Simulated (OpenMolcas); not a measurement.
# Mo⁵⁺ among point charges: CASSCF and CASPT2 levels and susceptibility

How does a field of 8 point charges split the states of Mo⁵⁺, and what χT follows?

The numbers are computed with OpenMolcas 26.06 (state-averaged CASSCF and CASPT2, spin-orbit coupling by RASSI with atomic mean-field integrals), except any that are marked as measured or tabulated.

**1. Starting point**

```
Species                           : Mo⁵⁺ (molybdenum, Z = 42, 37 electrons)
Basis                             : ANO-RCC-VDZP [6s5p3d1f], 43 functions
Scalar Hamiltonian                : DKH2, point nucleus
Inactive shells                   : 1s 2s 2p 3s 3p 3d 4s 4p
Active space                      : 1 electron in 5 orbitals (4d)
Some configurations of this space : 4d
Orbitals                          : optimised for each spin and parity, averaged over all roots
```

The outer shells:

4d
```
4d [↑ ][  ][  ][  ][  ]
```

The ion sits among 8 point charges of -1.2 e arranged as a cube (Oh), 2 Å from the ion.

Each step is its own input file, run in one work folder so that later steps find the files of earlier ones. Labels, J, g values, rates, χT and fits are worked out afterwards by a script from the matrices that RASSI stores. The input lists half of the charges; inversion (Group=XYZ) makes the rest.

**2. GATEWAY and SEWARD: basis and integrals**

File a.inp:

```
&GATEWAY
Coord
1

Mo 0.0 0.0 0.0
Basis=ANO-RCC-VDZP
Group=XYZ
NoMove
AngMom=0.0 0.0 0.0
AMFI
XField
4 Angstrom 0
1.154701 1.154701 1.154701 -1.200000
1.154701 1.154701 -1.154701 -1.200000
1.154701 -1.154701 1.154701 -1.200000
1.154701 -1.154701 -1.154701 -1.200000
&SEWARD
```

Started as:

```
$ OMP_NUM_THREADS=1 MOLCAS_MEM=1689 MOLCAS_PROJECT=a pymolcas a.inp > a.log
```

**3. Reference wave functions, doublets of even parity, 5 roots**

File a.inp:

```
&RASSCF
FileOrb=start.orb
Symmetry=1
Spin=2
nActEl=1 0 0
Inactive=9 9
Ras2=5 0
CIRoot=5 5 1
SDav=5
CIMx=300
Iter=120 100
PrWF=0.3
OrbListing=Nothing
MaxOrb=0
>>> COPY $Project.JobIph JOB001
```

start.orb holds the contracted functions of the basis, ordered by shell, or the orbitals of the step before.

**4. State interaction with spin-orbit coupling**

File a.inp:

```
&RASSI
NrOfJobIphs=1 5
1 2 3 4 5
IphNames
JOB001
EJob
SpinOrbit
DIPRint=1.0
SOCoupling=1000.0
Subsets=2
Property=9
'ANGMOM' 1 'ANGMOM' 2 'ANGMOM' 3 'MLTPL  1' 1 'MLTPL  1' 2 'MLTPL  1' 3
'AMFI' 1 'AMFI' 2 'AMFI' 3
SOProperty=3
'ANGMOM' 1 'ANGMOM' 2 'ANGMOM' 3
```

**5. CASPT2: IPEA 0.25, imaginary shift 0.1 (closed shells correlated: 4s 4p)**

File a.inp:

```
>>> COPY JOB001 $Project.JobIph
&CASPT2
Multistate=5 1 2 3 4 5
NoMult
Frozen=8 6
IPEA=0.25
Imaginary=0.1
MaxIter=60
WThr=0.0 0.3 0.05
PrWF=0.5
NoMix
```

(Steps that only read results are left out.)

Before running it: what results should come out? Wanted: spin-free ground state; first state of the same spin within the active space; lowest level; next level.

**Answer**, as computed:

```
                                            quantity                                                                        value
                                              method  SS-CASPT2, IPEA 0.25, imaginary shift 0.1 (closed shells correlated: 4s 4p)
                              spin-free ground state                                               2E, 2-fold in its orbital part
first state of the same spin within the active space                                                             2T2 at 5200 cm⁻¹
                                        lowest level                                                                    4-fold Γ8
                                          next level                                                                  5305.6 cm⁻¹
                                         χT at 300 K                                                               0.22 cm³ K/mol
                           effective moment at 300 K                                                                      1.33 μB
```

Cost by method:

| method | time of its own steps | time with the reference |
| --- | --- | --- |
| A. CASSCF | 1.5 s | 1.5 s |
| B. SS-CASPT2, IPEA 0.25, imaginary shift 0.1, +4s 4p | 0.52 s | 2 s |

Times are of one thread on a shared host.

In words: The spin-free ground state (2E) comes to 100 % from free-ion D terms and keeps the highest spin of the shell. χT at 300 K is 0.22, against 0.38 cm³ K/mol for the spin alone, so orbital moment lowers it. A ligand-field fit to the states below 45000 cm-1 gives 10Dq = -5205 cm-1, the gap between the two states. CASPT2 does not keep the components of a term degenerate, and the means are used. An orbital doublet at a regular site is open to a Jahn-Teller distortion, which this geometry leaves out. The field of point charges can differ much from that of real complexes. This is an electrostatic model: the charges have no orbitals.
